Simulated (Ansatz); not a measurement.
From input file to script: C, space group R-3m in Ansatz 0.2.0.

```yaml
crystal:
  lattice:
    - [1.22802871, 0.70900271, 3.34701145]
    - [-1.22802871, 0.70900271, 3.34701145]
    - [0.0, -1.41800541, 3.34701145]
  atoms:
    - { symbol: C, position: [0.8359999999999999, 0.8359999999999999, 0.8359999999999999] }
    - { symbol: C, position: [0.164, 0.164, 0.164] }
basis:
  ecutwfc: 571.4391111657479
kpoints:
  mp_grid:
    grid: [21, 21, 21]
hamiltonian:
  xc: lda
scf:
  occupations:
    method: gaussian
elastic:
  mode: clamped_ion
```

The script, `elastic_c.py`:
```python
"""Elastic constants of C."""

import argparse

import ansatz
from ase import Atoms
import numpy as np

parser = argparse.ArgumentParser(description="Elastic constants of C.")
parser.add_argument("--xc", required=True, help="exchange-correlation functional")
parser.add_argument("--kgrid", type=int, nargs=3, required=True, help="k-point sampling")
args = parser.parse_args()


def main() -> None:
    atoms = Atoms(
        ["C", "C"],
        scaled_positions=[
            (0.836, 0.836, 0.836),
            (0.164, 0.164, 0.164),
        ],
        cell=[
            (1.22802871, 0.70900271, 3.34701145),
            (-1.22802871, 0.70900271, 3.34701145),
            (0.0, -1.41800541, 3.34701145),
        ],
        pbc=True,
    )
    material = ansatz.Crystal.from_ase(atoms)

    calc = (
        material.calculation()
        .functional(args.xc)
        .basis(21 * ansatz.Ha)
        .occupations(ansatz.OccupationsMethod.GAUSSIAN)  # smearing steadies the SCF of a metal
        .kpoints(*args.kgrid)
    )
    outcome = calc.elastic("clamped-ion").run()
    elastic = outcome.elastic

    print(np.array2string(np.round(elastic.c_gpa, 1) + 0.0, suppress_small=True))
    print("Voigt stress of the unstrained cell (GPa, tension positive):", np.round(elastic.sigma0_gpa, 3) + 0.0)
    print("smallest eigenvalue of C:", round(elastic.stability.min_eigenvalue_gpa, 1), "GPa; tensor positive definite:", elastic.stability.min_eigenvalue_gpa > 0)
    # averaged moduli need a positive definite tensor
    if elastic.stability.min_eigenvalue_gpa > 0:
        m = elastic.moduli
        anisotropy = 5 * m.g_voigt_gpa / m.g_reuss_gpa + m.k_voigt_gpa / m.k_reuss_gpa - 6
        print(f"Voigt K {m.k_voigt_gpa:.1f} G {m.g_voigt_gpa:.1f}; Reuss K {m.k_reuss_gpa:.1f} G {m.g_reuss_gpa:.1f}; universal anisotropy index {anisotropy:.3f}")


if __name__ == "__main__":
    main()
```

`python elastic_c.py --xc lda --kgrid 21 21 21` gives:
```text
[[1082.2  162.6   -7.8    7.3    0.     0. ]
 [ 162.6 1082.2   -7.8   -7.3    0.     0. ]
 [  -2.8   -2.8   27.1    0.     0.     0. ]
 [   7.3   -7.3    0.     9.1    0.     0. ]
 [   0.     0.     0.     0.     9.1    7.3]
 [   0.     0.     0.     0.     7.3  459.8]]
Voigt stress of the unstrained cell (GPa, tension positive): [5.782 5.782 0.752 0.    0.    0.   ]
smallest eigenvalue of C: 8.9 GPa; tensor positive definite: True
Voigt K 277.3 G 231.6; Reuss K 25.5 G 18.0; universal anisotropy index 69.094
```

What to keep in mind:
- The cell isn't relaxed first, so the values belong to this volume.
- A positive definite tensor excludes instabilities under uniform strain alone; phonons elsewhere in the zone can still be imaginary.
- The cell stands under -4.1 GPa at these settings.
- The cell stands under an uneven stress, so these stress-strain coefficients aren't symmetric, and eigenvalues smaller than that stress decide nothing.
- An opening on this mesh may only mean that it misses a point where bands touch.
- These are clamped-ion constants: where atoms have free coordinates under strain, the relaxed-ion ones can be far smaller or negative, so this tensor doesn't settle whether the crystal is stable.
- Shear constants of a metal converge slowly with the k-point mesh and can be wrong in sign on a coarse one; the constants belong to the cell that was strained.
- Run time: 4.2 min on 1 thread of Arm Neoverse V2, with other jobs on the host, peak memory 0.98 GiB.

(A comment or docstring line of the script was reworded after the run, the code is as it ran; lines on the test bed's own set-up are left out of the output.)
